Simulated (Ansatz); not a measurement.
**Au: energy and pressure over a range of volumes**

One table from this session's results is given with a row withheld; the runs are named, their logs left out.

This is Au in the hcp structure; at room conditions it is fcc.

Program: Ansatz 0.2.0. Level of theory: DFT PBEsol, scalar-relativistic. These are calculated values, not measurements.

## The structure to begin with

The structure is hexagonal, space group P6_3/mmc (No. 194). The conventional cell has a = 2.900 Å, b = 2.900 Å, c = 4.880 Å, α = 90.00°, β = 90.00°, γ = 120.00°. Au (site symmetry -6m2) is surrounded by 12 Au at 2.90 to 2.96 Å.

Structure file:

```cif
data_structure
_symmetry_space_group_name_H-M 'P 1'
_symmetry_Int_Tables_number 1
_cell_length_a 2.9000
_cell_length_b 2.9000
_cell_length_c 4.8800
_cell_angle_alpha 90.000
_cell_angle_beta 90.000
_cell_angle_gamma 120.000
_cell_volume 35.54
loop_
_atom_site_label
_atom_site_type_symbol
_atom_site_fract_x
_atom_site_fract_y
_atom_site_fract_z
_atom_site_occupancy
Au1 Au 0.33333 0.66667 0.75000 1
Au2 Au 0.66667 0.33333 0.25000 1
```

The geometry is a database entry used as it stands. It may stem from high pressure or temperature, or be incomplete, so it serves as a test cell.

Atoms are numbered in the order of the input: Au1, Au2.

The first run:

input.yaml reads:

```yaml
crystal:
  lattice:
    - [2.8413017565, 0.0, 0.0]
    - [-1.4206508782, 2.460639501, 0.0]
    - [0.0, 0.0, 4.7812276454]
  atoms:
    - { symbol: Au, position: [0.3333333333, 0.6666666667, 0.75] }
    - { symbol: Au, position: [0.6666666667, 0.3333333333, 0.25] }
kpoints:
  mp_grid: { grid: [14, 14, 8] }
scf:
  occupations: { method: fermi_dirac, width: 0.03 }
hamiltonian:
  xc: pbesol
  pseudopotentials: { kind: all_electron, lapw: { basis_error: 0.0005 } }
output:
  forces: true
  stress: true
  eigenvalues: true
```

On the command line:

```
ansatz run input.yaml --threads 1 --pin off --max-ram 3072MiB --backend cpu --events-out ev --progress --plain --runs-dir out
```

Steps of the session up to this table: Volume × 0.9405, LAPW; Volume × 0.9405, PAW; Volume × 0.9405, crystal datasets; Volume × 0.97, LAPW; Volume × 0.97, PAW; Volume × 1.03, LAPW; Volume × 1.03, PAW; Volume × 1.06, LAPW; Volume × 1.06, PAW; Volume × 1.06, crystal datasets.

One of the session's tables, all rows but one given; the rest of the session is left out.

```
          method  volume (Å³/atom)  pressure (GPa)
            LAPW            16.714            3.39
            LAPW            17.238           -2.01
            LAPW            17.771           -6.39
            LAPW            18.304           -9.92
            LAPW            18.837          -12.81
             PAW            16.714            3.42
             PAW            17.238           -1.99
             PAW            17.771           -6.37
             PAW            18.304               ?
             PAW            18.837          -12.79
crystal datasets            16.714            3.39
crystal datasets            17.771           -6.39
crystal datasets            18.837          -12.80
```

Q: Estimate the row for PAW, 18.304 from the others.

As computed: pressure (GPa): -9.91. In the column «pressure (GPa)» it lies between LAPW, 18.304 (-9.92) and LAPW, 17.771 (-6.39).

To keep in mind: Shape and positions are held, so a fully relaxed modulus can be lower. Spin-orbit coupling is left out, though the cell holds Au; in elements this heavy it can shift bands and gaps by tenths of an eV. Warnings in the runs' records: gradients without spin orbit, crystal datasets made.
